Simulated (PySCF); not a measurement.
# C6H8N2: magnetic properties

Aim: compute the magnetic properties of C6H8N2 (`CCc1cccnn1`).

Computed with PySCF 2.14.0 and routines of our own; the level stands in each step. Atoms count from 0.

## 1. The system as given

16 atoms, charge 0, multiplicity 1; geometry from: GFN2-xTB.

## 2. Magnetic properties: GIAO B97-2/pcSseg-1

Job settings and geometry (Å):

```
{"job": {"kind": "mag", "xc": "B97-2", "basis": "pcSseg-1", "isotopologues": 2}, "charge": 0, "multiplicity": 1}
C     -2.220980     0.555642    -0.239957
C     -1.048938    -0.037117    -1.024974
C      0.198566     0.012987    -0.198396
C      0.502979    -0.985789     0.734831
C      1.653860    -0.832290     1.477058
C      2.411271     0.313489     1.232587
N      2.063906     1.215587     0.337564
N      0.981546     1.067241    -0.364107
H     -2.007460     1.589070     0.021618
H     -3.127195     0.526256    -0.839471
H     -2.394262    -0.004760     0.676756
H     -1.272231    -1.071299    -1.295495
H     -0.890455     0.545646    -1.932337
H     -0.145837    -1.841469     0.857402
H      1.960027    -1.560934     2.213037
H      3.327605     0.516685     1.768665
```

Method: GIAO B97-2/pcSseg-1 magnetisability, rotational g tensor and spin-rotation constants, non-relativistic, gas phase.

Launch:

```
$ OMP_NUM_THREADS=1 python excited_run.py task.json out
```

One launch serves the whole session: the jobs run in the order shown.

Log:

```text
coarse grid: 13600 points
cycle   1  E = -342.6843010920  dE =  1.271e+00  |g| = 3.713e-01  |ddm| = 3.799e+00
cycle   2  E = -342.6894073826  dE = -5.106e-03  |g| = 3.501e-01  |ddm| = 8.530e-01
cycle   3  E = -342.7188572401  dE = -2.945e-02  |g| = 8.874e-02  |ddm| = 4.091e-01
cycle   4  E = -342.7200739784  dE = -1.217e-03  |g| = 4.827e-02  |ddm| = 9.816e-02
cycle   5  E = -342.7206531863  dE = -5.792e-04  |g| = 8.015e-03  |ddm| = 5.725e-02
cycle   6  E = -342.7206690574  dE = -1.587e-05  |g| = 2.583e-03  |ddm| = 1.185e-02
cycle   7  E = -342.7206706526  dE = -1.595e-06  |g| = 5.740e-04  |ddm| = 2.990e-03
final grid: 132208 points
cycle   8  E = -342.7537848846  dE = -6.583e-05  |g| = 2.317e-03  |ddm| = 4.584e-02
cycle   9  E = -342.7537844462  dE =  4.384e-07  |g| = 2.583e-03  |ddm| = 4.273e-03
cycle  10  E = -342.7537859600  dE = -1.514e-06  |g| = 7.780e-04  |ddm| = 2.735e-03
cycle  11  E = -342.7537860892  dE = -1.292e-07  |g| = 3.345e-04  |ddm| = 9.955e-04
cycle  12  E = -342.7537861175  dE = -2.822e-08  |g| = 4.380e-05  |ddm| = 3.188e-04
cycle  13  E = -342.7537861177  dE = -2.792e-10  |g| = 2.735e-05  |ddm| = 6.280e-05
converged SCF energy = -342.7537861177

Magnetisability tensor (1e-30 J/T^2)
    -1013.50      281.73      418.99
      281.73    -1025.50     -343.43
      418.99     -343.43    -1244.29
isotropic -1094.43   principal values   -1813.60   -777.75   -691.93
isotropic susceptibility -65.908 1e-6 cm^3/mol

Inertial axes            a          b          c
rot. const./GHz      4.7648     1.5770     1.3095
chi total           -45.221    -46.836   -105.667
chi diamagnetic    -353.175   -881.384  -1033.372
chi paramagnetic    307.954    834.548    927.705
quadrupole/D A        7.742     -5.176     -2.566
g nuclear            0.5935     0.5934     0.5853
g electronic        -0.6894    -0.6183    -0.5707
g total             -0.0958    -0.0249     0.0146

Spin-rotation constants (kHz, H = +C I.J)
atom  isotope        aa         bb         cc
  6    14N        1.910      0.375      0.059
  7    14N        1.830      0.372      0.066
  8     1H       -0.449     -0.067     -0.073
  9     1H        0.129     -0.182     -0.136
 10     1H       -0.479     -0.026     -0.110
 11     1H       -0.385     -0.059     -0.070
 12     1H       -0.359     -0.005     -0.104
 13     1H       -0.319      0.105     -0.132
 14     1H       -0.257      0.086     -0.133
 15     1H        0.625     -0.171     -0.106
  0    13C*       0.667      0.235      0.193
  1    13C*       0.741      0.260      0.244
  2    13C*       2.556      0.655      0.205
  3    13C*       1.572      0.748      0.152
  4    13C*       1.601      0.748      0.145
  5    13C*       2.511      0.534      0.212
* in the singly substituted isotopologue

Isotopologues: g along a, b, c
2H    at 8,9,10,11,12,1    -0.0817    -0.0211     0.0123
13C   at 0                 -0.0949    -0.0243     0.0142
```

Run time: 44 s. Hardware: 1 thread of Arm Neoverse N1, shared host; peak memory 0.8 GiB.

In short:

```tsv
quantity	value
magnetisability	-1094·10⁻³⁰ J/T²
molar susceptibility	-65.9·10⁻⁶ cm³/mol
rotational g (a, b, c)	-0.0958, -0.0249, 0.0146
```

## 3. Magnetic properties: GIAO wB97X-D/ANO-RCC-VDZP in dimethylsulfoxide

The job, as its differences from that of step 2:

```diff
@@ -1,2 +1,2 @@
-{"job": {"kind": "mag", "xc": "B97-2", "basis": "pcSseg-1", "isotopologues": 2}, "charge": 0, "multiplicity": 1}
+{"job": {"kind": "mag", "xc": "wB97X-D", "basis": "ANO-RCC-VDZP", "scf": {"guess": "sap"}, "solvent": "dimethylsulfoxide"}, "charge": 0, "multiplicity": 1}
 C     -2.220980     0.555642    -0.239957
```

With the program's defaults for keys left out, this is: GIAO wB97X-D/ANO-RCC-VDZP magnetisability, non-relativistic, IEF-PCM dimethylsulfoxide.

Log:

```text
final grid: 132208 points
cycle   1  E = -333.0001148747  dE =  5.994e+00  |g| = 5.223e+00  |ddm| = 1.804e+01
cycle   2  E = -305.5831112190  dE =  2.742e+01  |g| = 1.032e+01  |ddm| = 1.957e+01
cycle   3  E = -342.1503845740  dE = -3.657e+01  |g| = 1.748e+00  |ddm| = 8.892e+00
cycle   4  E = -342.6683938577  dE = -5.180e-01  |g| = 9.953e-01  |ddm| = 2.001e+00
cycle   5  E = -342.8890542780  dE = -2.207e-01  |g| = 2.625e-01  |ddm| = 7.664e-01
cycle   6  E = -342.9034255152  dE = -1.437e-02  |g| = 1.477e-01  |ddm| = 3.331e-01
cycle   7  E = -342.9081238384  dE = -4.698e-03  |g| = 2.275e-02  |ddm| = 1.402e-01
cycle   8  E = -342.9082431602  dE = -1.193e-04  |g| = 1.162e-02  |ddm| = 2.791e-02
cycle   9  E = -342.9082863269  dE = -4.317e-05  |g| = 3.961e-03  |ddm| = 1.610e-02
cycle  10  E = -342.9082953600  dE = -9.033e-06  |g| = 1.795e-03  |ddm| = 1.099e-02
cycle  11  E = -342.9082973949  dE = -2.035e-06  |g| = 4.673e-04  |ddm| = 5.238e-03
cycle  12  E = -342.9082976578  dE = -2.628e-07  |g| = 1.707e-04  |ddm| = 2.097e-03
cycle  13  E = -342.9082976993  dE = -4.158e-08  |g| = 7.513e-05  |ddm| = 1.008e-03
cycle  14  E = -342.9082977020  dE = -2.708e-09  |g| = 2.948e-05  |ddm| = 2.016e-04
cycle  15  E = -342.9082977025  dE = -4.728e-10  |g| = 4.650e-06  |ddm| = 9.935e-05
converged SCF energy = -342.9082977025

Magnetisability tensor (1e-30 J/T^2)
    -1024.67      284.86      416.27
      284.86    -1021.66     -352.37
      416.27     -352.37    -1253.89
isotropic -1100.07   principal values   -1826.10   -768.74   -705.38
isotropic susceptibility -66.248 1e-6 cm^3/mol

Inertial axes            a          b          c
rot. const./GHz      4.7648     1.5770     1.3095
chi total           -45.996    -46.289   -106.459
chi diamagnetic    -351.565   -878.914  -1030.802
chi paramagnetic    305.569    832.625    924.343
quadrupole/D A        8.773     -5.606     -3.167
```

Wall time 2.3 min (1 thread of Arm Neoverse N1, shared host); peak memory 0.89 GiB.

Key values:

```tsv
quantity	value
magnetisability	-1100·10⁻³⁰ J/T²
molar susceptibility	-66.2·10⁻⁶ cm³/mol
```

## 4. Results

```
                                            quantity                     value
       magnetisability (step 2, GIAO B97-2/pcSseg-1)          -1094·10⁻³⁰ J/T²
  molar susceptibility (step 2, GIAO B97-2/pcSseg-1)        -65.9·10⁻⁶ cm³/mol
rotational g (a, b, c) (step 2, GIAO B97-2/pcSseg-1)  -0.0958, -0.0249, 0.0146
```

**Reading.** The values above hold for this geometry and these levels alone. Vibrational averaging and real surroundings are missing from these values.
